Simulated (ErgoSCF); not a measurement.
# CuSH (SMILES [SH][Cu]) at 3 levels

Aim: a comparison of 3 runs (HF/def2-SVP, HF/pcseg-1, PBE0/def2-SVP) of CuSH. 

The calculation is run with ErgoSCF 3.8.

5 further runs of the same task are left out: 4 that didn't finish, 1 set aside as unsound or not needed.

## 1. The molecule

CuSH: 3 atoms, total charge 0, spin state singlet. SMILES: `[SH][Cu]`. The coordinates come from a PBE0-D4/def2-TZVP relaxation.

Bond lengths: S1–Cu2 2.117 Å, S1–H3 1.346 Å. Angles: Cu2–S1–H3 93.6°.

## 2. A single-point energy at HF/def2-SVP (run 1)

File job.ego:

```
set_nthreads("env")
molecule_inline
S  -0.96735080 1.07808875 -0.43520393
Cu 2.47459636 0.14456405 1.37874418
H  -1.52765460 -1.34510706 -0.96867361
EOF
scf.use_diagonalization = 1
basis = "def2-SVP"
scf.max_number_of_iterations = 120
scf.output_mulliken_pop = 1
tmpdir = "."
spin_polarization = 0
run "HF"
```

The basis set def2-SVP is read from a file made from the Basis Set Exchange's data (not shown).

Command:

```bash
$ ergo < job.ego
```

The program printed:

```text
[...]
INSC SCF_general constructor, number of basis functions: 54
[...]
INSC Energy   1 =      -1218.07708793030
[...]
INDE E_LUMO =          0.01410906080
[...]
INSC Energy  20 =      -2036.70582934384  ( diff      0.000000000005002 )
[...]
RESC CONVERGED after  20 iterations.
RESC FINAL ENERGY:      -2036.70582934384
[...]
INSC SCF: dipole_moment_x [atomic units] =       1.93406110
INSC SCF: dipole_moment_y [atomic units] =      -0.81226049
INSC SCF: dipole_moment_z [atomic units] =       0.99266330
[...]
```

It took 15 s on 1 thread of Arm Neoverse V2, shared host; peak memory 0.26 GiB.

## 3. A single-point energy at HF/pcseg-1 (run 2)

File ergo.in:

```
set_nthreads(1)
molecule_inline Angstrom
S       -0.511900       0.570500      -0.230300
Cu       1.309500       0.076500       0.729600
H       -0.808400      -0.711800      -0.512600
EOF
scf.use_diagonalization = 1
charge = 0
basis = "pcseg-1"
scf.max_number_of_iterations = 120
tmpdir = "."
scf.output_mulliken_pop = 1
spin_polarization = 0
run "HF"
```

The basis set pcseg-1 is read from a file made from the Basis Set Exchange's data (not shown).

Command:

```bash
$ ergo ergo.in
```

The program printed:

```text
[...]
INSC SCF_general constructor, number of basis functions: 54
[...]
INSC Energy   1 =      -1225.90749466102
[...]
INDE E_LUMO =          0.01276092097
[...]
INSC Energy  20 =      -2036.81181476541  ( diff      0.000000000002274 )
[...]
RESC CONVERGED after  20 iterations.
RESC FINAL ENERGY:      -2036.81181476541
[...]
INSC SCF: dipole_moment_x [atomic units] =       2.01545145
INSC SCF: dipole_moment_y [atomic units] =      -0.87277747
INSC SCF: dipole_moment_z [atomic units] =       1.03200139
[...]
```

Run time: 21 s. Hardware: 1 thread of Arm Neoverse V2, shared host; peak memory 0.26 GiB.

## 4. A single-point energy at PBE0/def2-SVP (run 3)

File input.ego:

```
set_nthreads(1)
molecule_inline Angstrom
S     -0.511900     0.570500    -0.230300
Cu     1.309500     0.076500     0.729600
H     -0.808400    -0.711800    -0.512600
EOF
scf.output_mulliken_pop = 1
XC.sparse_mode = 0
charge = 0
scf.max_number_of_iterations = 120
XC.radint = 1e-11
basis = "def2-SVP"
scf.use_diagonalization = 1
XC.angint = 41
tmpdir = "."
run "PBE0"
```

The basis set def2-SVP is read from a file made from the Basis Set Exchange's data (not shown).

Command:

```bash
$ ergo input.ego
```

The program printed:

```text
[...]
INDF Weighted mixed functional:
[...]
INSC Energy   1 =      -1232.40146600155
[...]
INDE E_LUMO =         -0.07642645724
[...]
INSC Energy  22 =      -2038.57281100302  ( diff     -0.000000000024556 )
[...]
RESC CONVERGED after  22 iterations.
RESC FINAL ENERGY:      -2038.57281100302
[...]
INSC SCF: dipole_moment_x [atomic units] =       1.42794977
INSC SCF: dipole_moment_y [atomic units] =      -0.68616179
INSC SCF: dipole_moment_z [atomic units] =       0.72490361
[...]
```

Run time: 20 s. Hardware: 1 thread of Arm Neoverse V2, shared host; peak memory 0.26 GiB.

## 5. All runs side by side

| run | level | integration grid | radint | energy (Eh) | dipole moment (D) | wall time |
| --- | --- | --- | --- | --- | --- | --- |
| 1 | HF/def2-SVP | – | – | -2036.705829 | 5.90 | 15 s |
| 2 | HF/pcseg-1 | – | – | -2036.811815 | 6.17 | 21 s |
| 3 | PBE0/def2-SVP | Turbo | 1e-11 | -2038.572811 | 4.43 | 20 s |

## 6. Results

| quantity | value |
| --- | --- |
| run 3: total energy | -2038.57281 Eh |
| run 3: dipole moment | 4.43 D |

In words: The dipole moment (its size) runs from 4.43 D (PBE0/def2-SVP) to 6.17 D (HF/pcseg-1). The two ends differ in method and basis. All runs together took 56 s, the longest 21 s.
